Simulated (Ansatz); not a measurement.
# CH3BF2O2: the cost of one run

All numbers below are computed with Ansatz 0.2.0 (RKS PBE0/def2-SVP).

1 further run of the same task is left out (it didn't finish).

## Step 1: Starting point

Bond lengths: O1–B2 1.506 Å, B2–O3 1.468 Å, B2–C4 1.560 Å, C4–F5 1.389 Å, C4–F6 1.356 Å, O1–H7 0.999 Å, O3–H8 1.009 Å, C4–H9 1.187 Å. Angles: O1–B2–O3 119.1°, O1–B2–C4 119.1°, O3–B2–C4 121.8°, B2–O1–H7 102.6°, B2–O3–H8 101.0°, B2–C4–F5 110.8°, B2–C4–F6 113.7°, B2–C4–H9 108.4°, F5–C4–F6 111.7°, F5–C4–H9 106.7°, F6–C4–H9 105.0°.

Coordinates:

```xyz
9

O     1.6800   -0.4075   -0.4614
B     0.2284   -0.4411   -0.0617
O    -0.4229   -1.7389    0.1519
C    -0.5356    0.9042    0.1402
F    -0.6507    1.5924   -1.0608
F    -0.0145    1.6859    1.1179
H     1.6300   -0.3816   -1.4591
H    -0.1865   -1.9170    1.1164
H    -1.6397    0.6573    0.4994
```

## Step 2: End point A

Input file input.yaml:

```yaml
crystal:
  periodic: [false, false, false]
  atoms:
    - { symbol: O, position_ang: [1.68, -0.4075, -0.4614] }
    - { symbol: B, position_ang: [0.2284, -0.4411, -0.0617] }
    - { symbol: O, position_ang: [-0.4229, -1.7389, 0.1519] }
    - { symbol: C, position_ang: [-0.5356, 0.9042, 0.1402] }
    - { symbol: F, position_ang: [-0.6507, 1.5924, -1.0608] }
    - { symbol: F, position_ang: [-0.0145, 1.6859, 1.1179] }
    - { symbol: H, position_ang: [1.63, -0.3816, -1.4591] }
    - { symbol: H, position_ang: [-0.1865, -1.917, 1.1164] }
    - { symbol: H, position_ang: [-1.6397, 0.6573, 0.4994] }
basis:
  gaussian: { orbitals: def2-SVP }
hamiltonian:
  xc: pbe0
relax:
  f_tol: 0.02
  max_steps: 50
output:
  orbitals: {}
```

The run is started by

```sh
$ ansatz run input.yaml --threads 2 --pin off --max-ram 3072MiB --backend cpu --events-out ev --progress --plain --runs-dir out
```

Q: Estimate wall time and peak memory on 2 threads of Arm Neoverse V2, shared host.

About 38 s, with a peak of 0.2 GiB.
